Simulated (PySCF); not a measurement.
# Krypton: the same states on changed settings

These states were run before on sound settings. What differs here: 26 angular points, unsound on purpose. What does it move?

Program: PySCF 2.14.0. Level of theory: unrestricted determinants in a Gaussian basis, no spin-orbit coupling in the energies. These are calculated values, not measurements, unless marked.

**1. The atom as given**

```
Element     : krypton (Z = 36)
Basis       : aug-cc-pVDZ-PP with ECP10MDF (5s4p3d, 32 functions)
Hamiltonian : scalar relativity through the core potential
State 1     : Kr: [Kr], closed-shell 1S
State 2     : Kr⁺: [Ar] 3d10 4s2 4p5, 2P determinant
Methods     : B3LYP, LDA
```

Outer shells as boxes (Hund's rule):

Kr [Kr]
```
[Ar] core
3d [↑↓][↑↓][↑↓][↑↓][↑↓]
4s [↑↓]
4p [↑↓][↑↓][↑↓]
```

Kr+ [Ar] 3d10 4s2 4p5
```
[Ar] core
3d [↑↓][↑↓][↑↓][↑↓][↑↓]
4s [↑↓]
4p [↑↓][↑↓][↑ ]
```

The sound run (aug-cc-pVDZ-PP with ECP10, a scalar-relativistic core potential, symmetry-adapted start, fine grid, valence correlation) gave:

| species | method | energy (hartree) |
| --- | --- | --- |
| Kr | UHF | -462.18031 |
| Kr | B3LYP | -463.62794 |
| Kr | LDA | -462.92254 |
| Kr | MP2 (valence) | -462.30695 |
| Kr | CCSD(T) (valence) | -462.31929 |
| Kr⁺ | UHF | -461.69702 |
| Kr⁺ | B3LYP | -463.10711 |
| Kr⁺ | LDA | -462.39564 |
| Kr⁺ | MP2 (valence) | -461.79401 |
| Kr⁺ | CCSD(T) (valence) | -461.80957 |

One driver process ran all states and methods and kept the integrals in memory. Each run is shown as a PySCF script that sums up its settings (the driver passes frozen orbitals as a list and adds second-order terms of double hybrids); the logs are those of the runs themselves. The driver starts from symmetry-adapted Hartree-Fock orbitals, holds the occupation by maximum overlap and uses a logarithmic radial grid for functionals, so a plain start would take other cycles.

The driver's launch:

```bash
OMP_NUM_THREADS=1 python atomrun2.py TASK.json OUT
```

The integrals over 32 functions and the set-up took 0.15 s of CPU time.

The grid is set inside the driver, so the scripts do not show it: 26 angular points.

**2. Changed run, Kr**

#### B3LYP

File input.py:

```python
from pyscf import gto, scf, dft, mp, cc
import basis_set_exchange as bse
txt = bse.get_basis("aug-cc-pVDZ-PP", elements=["Kr"], fmt="nwchem", header=False)
cut = txt.index("\nECP")
mol = gto.M(atom="Kr 0 0 0", charge=0, spin=0, symmetry="D2h",
            basis=gto.basis.parse(txt[:cut]),
            ecp={"Kr": gto.basis.parse_ecp(txt[cut:])})
mf = dft.UKS(mol, xc="B3LYP")
mf.irrep_nelec = {'Ag': (4, 4), 'B1g': (1, 1), 'B2g': (1, 1), 'B3g': (1, 1), 'B1u': (2, 2), 'B2u': (2, 2), 'B3u': (2, 2)}
mf.kernel()
```

Output:

```text
damping factor = 0
level_shift factor = 0
DIIS = <class 'pyscf.scf.diis.CDIIS'>
diis_start_cycle = 1
diis_space = 10
diis_damp = 0
SCF conv_tol = 1e-09
SCF conv_tol_grad = None
number electrons alpha = 13  beta = 13
XC functionals = B3LYP
    P. J. Stephens, F. J. Devlin, C. F. Chabalowski, and M. J. Frisch.,  J. Phys. Chem. 98, 11623 (1994)
cycle= 1 E= -463.627872457458  delta_E= -0.00482  |g|= 0.0194  |ddm|= 0.198
cycle= 2 E= -463.627935991906  delta_E= -6.35e-05  |g|= 0.00436  |ddm|= 0.0187
cycle= 3 E= -463.627938793476  delta_E= -2.8e-06  |g|= 0.000696  |ddm|= 0.0043
cycle= 4 E= -463.62793903478  delta_E= -2.41e-07  |g|= 3.1e-05  |ddm|= 0.00175
cycle= 5 E= -463.627939035324  delta_E= -5.43e-10  |g|= 3.31e-07  |ddm|= 6.31e-05
converged SCF energy = -463.627939035324  <S^2> = -3.0198066e-14  2S+1 = 1
```

It took 0.1 s on 1 thread of Neoverse-N1, shared host, the integrals not counted.

Orbital energies by shell (radii are means over both spins):

| shell | electrons | mean orbital energy (eV) | spread (eV) | rms radius (bohr) |
| --- | --- | --- | --- | --- |
| 3s | 2 | -259.45 | 0 | 0.571 |
| 3p | 6 | -202.28 | 0 | 0.586 |
| 3d | 10 | -86.867 | 0 | 0.608 |
| 4s | 2 | -25.151 | 0 | 1.69 |
| 4p | 6 | -10.425 | 0 | 2.12 |

⟨S²⟩ = 0.000, ⟨L²⟩ = 0.00.

Energies and moments cover only the electrons outside the core potential.

#### LDA

Changes to input.py:

```diff
@@ -7,3 +7,3 @@
             ecp={"Kr": gto.basis.parse_ecp(txt[cut:])})
-mf = dft.UKS(mol, xc="B3LYP")
+mf = dft.UKS(mol, xc="LDA,VWN")
 mf.irrep_nelec = {'Ag': (4, 4), 'B1g': (1, 1), 'B2g': (1, 1), 'B3g': (1, 1), 'B1u': (2, 2), 'B2u': (2, 2), 'B3u': (2, 2)}
```

Output:

```text
damping factor = 0
level_shift factor = 0
DIIS = <class 'pyscf.scf.diis.CDIIS'>
diis_start_cycle = 1
diis_space = 10
diis_damp = 0
SCF conv_tol = 1e-09
SCF conv_tol_grad = None
number electrons alpha = 13  beta = 13
XC functionals = LDA,VWN
    P. A. M. Dirac.,  Math. Proc. Cambridge Philos. Soc. 26, 376 (1930)
    F. Bloch.,  Z. Phys. 57, 545 (1929)
    S. H. Vosko, L. Wilk, and M. Nusair.,  Can. J. Phys. 58, 1200 (1980)
cycle= 1 E= -462.922199720909  delta_E= -0.0103  |g|= 0.0466  |ddm|= 0.264
cycle= 2 E= -462.922463462657  delta_E= -0.000264  |g|= 0.0176  |ddm|= 0.0448
cycle= 3 E= -462.922526738096  delta_E= -6.33e-05  |g|= 0.00426  |ddm|= 0.0331
cycle= 4 E= -462.922536618331  delta_E= -9.88e-06  |g|= 1.34e-05  |ddm|= 0.0106
cycle= 5 E= -462.922536618459  delta_E= -1.28e-10  |g|= 1.84e-07  |ddm|= 3.74e-05
converged SCF energy = -462.922536618459  <S^2> = -3.0198066e-14  2S+1 = 1
```

Time after the integrals: 0.06 s (1 thread of Neoverse-N1, shared host).

Energies and moments cover only the electrons outside the core potential.

**3. Changed run, Kr⁺**

#### B3LYP

File input.py:

```python
from pyscf import gto, scf, dft, mp, cc
import basis_set_exchange as bse
txt = bse.get_basis("aug-cc-pVDZ-PP", elements=["Kr"], fmt="nwchem", header=False)
cut = txt.index("\nECP")
mol = gto.M(atom="Kr 0 0 0", charge=1, spin=1, symmetry="D2h",
            basis=gto.basis.parse(txt[:cut]),
            ecp={"Kr": gto.basis.parse_ecp(txt[cut:])})
mf = dft.UKS(mol, xc="B3LYP")
mf.irrep_nelec = {'Ag': (4, 4), 'B1g': (1, 1), 'B2g': (1, 1), 'B3g': (1, 1), 'B1u': (2, 2), 'B2u': (2, 2), 'B3u': (2, 1)}
mf.kernel()
```

Output:

```text
damping factor = 0
level_shift factor = 0
DIIS = <class 'pyscf.scf.diis.CDIIS'>
diis_start_cycle = 1
diis_space = 10
diis_damp = 0
SCF conv_tol = 1e-09
SCF conv_tol_grad = None
number electrons alpha = 13  beta = 12
XC functionals = B3LYP
    P. J. Stephens, F. J. Devlin, C. F. Chabalowski, and M. J. Frisch.,  J. Phys. Chem. 98, 11623 (1994)
cycle= 1 E= -463.106926845567  delta_E= -0.00547  |g|= 0.0202  |ddm|= 0.188
cycle= 2 E= -463.106993453746  delta_E= -6.66e-05  |g|= 0.00491  |ddm|= 0.018
cycle= 3 E= -463.106997819688  delta_E= -4.37e-06  |g|= 0.000691  |ddm|= 0.00706
cycle= 4 E= -463.106998027683  delta_E= -2.08e-07  |g|= 9.17e-05  |ddm|= 0.00207
cycle= 5 E= -463.106998032175  delta_E= -4.49e-09  |g|= 2.42e-06  |ddm|= 0.000265
cycle= 6 E= -463.106998032182  delta_E= -6.82e-12  |g|= 1.57e-07  |ddm|= 1.32e-05
converged SCF energy = -463.106998032182  <S^2> = 0.75129633  2S+1 = 2.0012959
```

It took 0.11 s on 1 thread of Neoverse-N1, shared host, the integrals not counted.

Orbital energies by shell (radii are means over both spins):

| shell | electrons | mean orbital energy (eV) | spread (eV) | rms radius (bohr) |
| --- | --- | --- | --- | --- |
| 3s α | 1 | -271.41 | 0 | 0.571 |
| 3s β | 1 | -271.25 | 0 | 0.571 |
| 3p α | 3 | -214.23 | 0.793 | 0.586 |
| 3p β | 3 | -214.06 | 0.475 | 0.586 |
| 3d α | 5 | -98.818 | 0.752 | 0.607 |
| 3d β | 5 | -98.649 | 0.490 | 0.607 |
| 4s α | 1 | -36.633 | 0 | 1.64 |
| 4s β | 1 | -35.279 | 0 | 1.64 |
| 4p α | 3 | -21.208 | 1.547 | 1.98 |
| 4p β | 2 | -20.235 | 0 | 1.98 |

⟨S²⟩ = 0.751, ⟨L²⟩ = 2.01.

Energies and moments cover only the electrons outside the core potential.

#### LDA

Changes to input.py:

```diff
@@ -7,3 +7,3 @@
             ecp={"Kr": gto.basis.parse_ecp(txt[cut:])})
-mf = dft.UKS(mol, xc="B3LYP")
+mf = dft.UKS(mol, xc="LDA,VWN")
 mf.irrep_nelec = {'Ag': (4, 4), 'B1g': (1, 1), 'B2g': (1, 1), 'B3g': (1, 1), 'B1u': (2, 2), 'B2u': (2, 2), 'B3u': (2, 1)}
```

Output:

```text
damping factor = 0
level_shift factor = 0
DIIS = <class 'pyscf.scf.diis.CDIIS'>
diis_start_cycle = 1
diis_space = 10
diis_damp = 0
SCF conv_tol = 1e-09
SCF conv_tol_grad = None
number electrons alpha = 13  beta = 12
XC functionals = LDA,VWN
    P. A. M. Dirac.,  Math. Proc. Cambridge Philos. Soc. 26, 376 (1930)
    F. Bloch.,  Z. Phys. 57, 545 (1929)
    S. H. Vosko, L. Wilk, and M. Nusair.,  Can. J. Phys. 58, 1200 (1980)
cycle= 1 E= -462.395390234298  delta_E= -0.0107  |g|= 0.0461  |ddm|= 0.249
cycle= 2 E= -462.395669753994  delta_E= -0.00028  |g|= 0.0156  |ddm|= 0.0396
cycle= 3 E= -462.395717670205  delta_E= -4.79e-05  |g|= 0.0022  |ddm|= 0.0261
cycle= 4 E= -462.395720009834  delta_E= -2.34e-06  |g|= 2.26e-05  |ddm|= 0.0064
cycle= 5 E= -462.395720010182  delta_E= -3.48e-10  |g|= 1.57e-06  |ddm|= 7.6e-05
converged SCF energy = -462.395720010182  <S^2> = 0.75056963  2S+1 = 2.0005696
```

It took 0.06 s on 1 thread of Neoverse-N1, shared host, the integrals not counted.

Energies and moments cover only the electrons outside the core potential.

**4. Against the sound run**

| species | method | converged | energy less sound run (eV) |
| --- | --- | --- | --- |
| Kr | B3LYP | yes | +0.0000 |
| Kr | LDA | yes | -0.0000 |
| Kr⁺ | B3LYP | yes | +0.0029 |
| Kr⁺ | LDA | yes | -0.0022 |

Ionisation energy of Kr:

| method | sound run (eV) | changed run (eV) | shift (eV) |
| --- | --- | --- | --- |
| UHF | 13.151 | 13.151 | +0.000 |
| B3LYP | 14.173 | 14.176 | +0.003 |
| LDA | 14.338 | 14.335 | -0.002 |

**5. Results**

```
                                 quantity              value
                                   change  26 angular points
                           runs converged             4 of 4
largest shift of a converged total energy         0.00294 eV
   largest shift of the ionisation energy  +0.003 eV (B3LYP)
```

**Reading.** The difference hardly moves. A coarse angular grid integrates products of high-l functions wrongly, so density functionals can shift, and the SCF can exploit the error; Hartree-Fock and MP2 need no grid. The setting is unsound on purpose, so these numbers are no properties of the atom.
